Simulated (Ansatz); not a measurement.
Molecular dynamics of ZnH₁₂S₂O₁₂

Input:

```yaml
crystal:
  lattice:
    - [6.55591, 0.0, 0.0]
    - [-0.544545, 6.797744, 0.0]
    - [-0.74163, -1.429318, 6.675521]
  atoms:
    - { symbol: Zn, position: [0.0, 0.0, 0.0] }
    - { symbol: H, position: [0.701, 0.866, 0.17] }
    - { symbol: H, position: [0.299, 0.134, 0.83] }
    - { symbol: H, position: [0.969, 0.619, 0.824] }
    - { symbol: H, position: [0.031, 0.381, 0.176] }
    - { symbol: H, position: [0.833, 0.132, 0.706] }
    - { symbol: H, position: [0.167, 0.868, 0.294] }
    - { symbol: H, position: [0.644, 0.839, 0.98] }
    - { symbol: H, position: [0.356, 0.161, 0.02] }
    - { symbol: H, position: [0.149, 0.677, 0.819] }
    - { symbol: H, position: [0.851, 0.323, 0.181] }
    - { symbol: H, position: [0.981, 0.952, 0.644] }
    - { symbol: H, position: [0.019, 0.048, 0.356] }
    - { symbol: S, position: [0.4984, 0.4549, 0.6411] }
    - { symbol: S, position: [0.5016, 0.5451, 0.3589] }
    - { symbol: O, position: [0.8672, 0.037, 0.717] }
    - { symbol: O, position: [0.1328, 0.963, 0.283] }
    - { symbol: O, position: [0.4412, 0.6305, 0.7761] }
    - { symbol: O, position: [0.5588, 0.3695, 0.2239] }
    - { symbol: O, position: [0.0428, 0.702, 0.8789] }
    - { symbol: O, position: [0.9572, 0.298, 0.1211] }
    - { symbol: O, position: [0.7097, 0.4093, 0.6928] }
    - { symbol: O, position: [0.2903, 0.5907, 0.3072] }
    - { symbol: O, position: [0.3431, 0.2796, 0.5991] }
    - { symbol: O, position: [0.6569, 0.7204, 0.4009] }
    - { symbol: O, position: [0.7089, 0.9118, 0.0717] }
    - { symbol: O, position: [0.2911, 0.0882, 0.9283] }
basis:
  ecutwfc: 420.0
kpoints:
  mp_grid: { grid: [2, 2, 1] }
hamiltonian:
  xc: pbe
  dispersion: d3bj
scf:
  occupations: { method: fermi_dirac, width: 0.05 }
  lower_state_search: "off"
md:
  timestep: 0.75
  n_steps: 80
  ensemble: npt_langevin
  temperature: 1500.0
  initial_velocities: maxwell_boltzmann
  seed: 323357
  friction: 0.01
  pressure: 20.0
  fix_cell: []
```

Command:

```bash
$ ansatz run input.yaml --threads 1 --pin off --max-ram 3072MiB --backend cpu --events-out ev --progress --plain --runs-dir out
```

It starts from an unrelaxed structure (largest force component 33.18 eV/Å).

Output, in part (step lines):

```
md step     0: t =     0.00 fs  T =  1444.4 K  F+E_penalty+E_count = -12105.03424952 eV  E_kin = 5.041140 eV  conserved = -12063.59266197 eV  P_inst = 29.2516 GPa  V = 297.4972 Å³  selection 1  (10 SCF iters)
[... lines left out ...]
```

The steps, from the saved trajectory:

```csv
time (fs),T (K),potential energy less start (eV),conserved less start (meV/atom),P (GPa),volume (Å³)
0.0,1444,0.000,0.00,29.3,297.5
1.5,5877,-17.818,-80.04,10.6,297.5
3.0,4311,-12.043,-52.20,-0.4,297.5
4.5,2343,-4.937,-49.87,-3.1,297.2
6.0,1569,-2.288,-50.84,-4.5,296.6
7.5,1798,-2.915,-51.41,-3.7,295.7
9.0,2447,-5.524,-52.80,-0.1,294.4
10.5,3271,-8.548,-61.78,6.5,293.0
12.0,2991,-7.483,-47.37,11.9,291.3
13.5,4043,-11.681,-58.55,7.5,289.6
15.0,3939,-11.832,-63.34,4.4,287.7
16.5,2827,-7.669,-48.41,5.2,285.6
18.0,3012,-8.156,-51.01,3.6,283.4
19.5,2949,-8.225,-50.74,2.8,280.9
21.0,3189,-9.631,-55.48,3.4,278.3
22.5,2255,-6.445,-48.46,9.5,275.6
24.0,1884,-5.212,-47.00,10.9,272.9
25.5,3228,-9.817,-55.23,4.4,270.3
27.0,3405,-10.328,-53.88,4.7,267.6
28.5,2731,-7.623,-45.57,11.0,264.7
30.0,3317,-10.050,-56.49,11.8,261.9
31.5,2808,-8.263,-43.75,12.9,259.0
33.0,2899,-8.478,-50.97,10.8,256.1
34.5,2606,-7.667,-50.94,9.6,253.4
36.0,2222,-6.288,-53.96,11.6,250.5
37.5,2085,-5.451,-49.79,13.9,247.7
39.0,2776,-8.307,-49.71,12.2,244.9
40.5,3072,-9.215,-51.53,14.0,242.1
42.0,2773,-7.929,-49.01,17.5,239.2
43.5,2201,-6.141,-46.03,17.6,236.5
45.0,2379,-6.757,-49.50,13.0,233.8
46.5,2593,-7.062,-46.63,11.2,231.1
48.0,2453,-6.990,-46.38,14.5,228.4
49.5,2507,-6.685,-46.77,19.8,225.8
51.0,2620,-7.136,-47.75,21.7,223.2
52.5,3110,-8.565,-52.49,19.6,220.7
54.0,2534,-6.244,-45.72,20.4,218.3
55.5,2308,-5.453,-48.34,21.1,216.0
57.0,2269,-4.947,-47.82,20.8,213.8
58.5,2093,-4.318,-45.69,20.4,211.7
60.0,2337,-5.034,-47.69,21.2,209.6
```

The run went to its last step. The conserved energy changed by up to 83 meV per atom, so the integration failed, and the later frames carry no physical meaning. The cell's volume went from 297 to 210 Å³.

Mean squared displacements from the first frame to the last, about the centre of mass, the cell's change included: Zn 0.18 Å², H 1.79 Å², S 0.02 Å², O 0.44 Å².

Last frame:

```xyz
27
Lattice="5.7970 -0.0455 0.0134 -0.5287 6.1996 0.0032 -0.6322 -1.2934 5.8330" Properties=species:S:1:pos:R:3
Zn -0.058 -0.148 -0.041
H 3.110 5.005 1.532
H 1.223 -0.005 4.327
H 4.370 2.389 4.526
H -0.162 1.870 1.772
H 4.665 -0.456 3.638
H 0.085 4.110 1.384
H 1.585 5.093 5.377
H 2.127 1.004 0.592
H 0.067 3.684 4.759
H 4.216 1.024 0.499
H 3.630 4.290 4.174
H 1.734 -0.880 0.726
S 2.260 1.956 3.824
S 2.262 2.908 1.983
O 3.805 -0.825 4.232
O 0.649 5.112 1.446
O 1.917 2.918 4.806
O 3.246 2.393 1.088
O -0.632 3.086 4.697
O 5.248 1.452 0.679
O 3.666 1.440 3.937
O 0.964 2.848 1.505
O 1.265 0.776 3.631
O 2.787 4.117 2.530
O 3.441 5.818 0.696
O 1.231 -0.842 5.454
```

Run time: 8.5 min on 1 thread of Arm Neoverse V1, with other jobs on the host, peak memory 0.6 GiB.
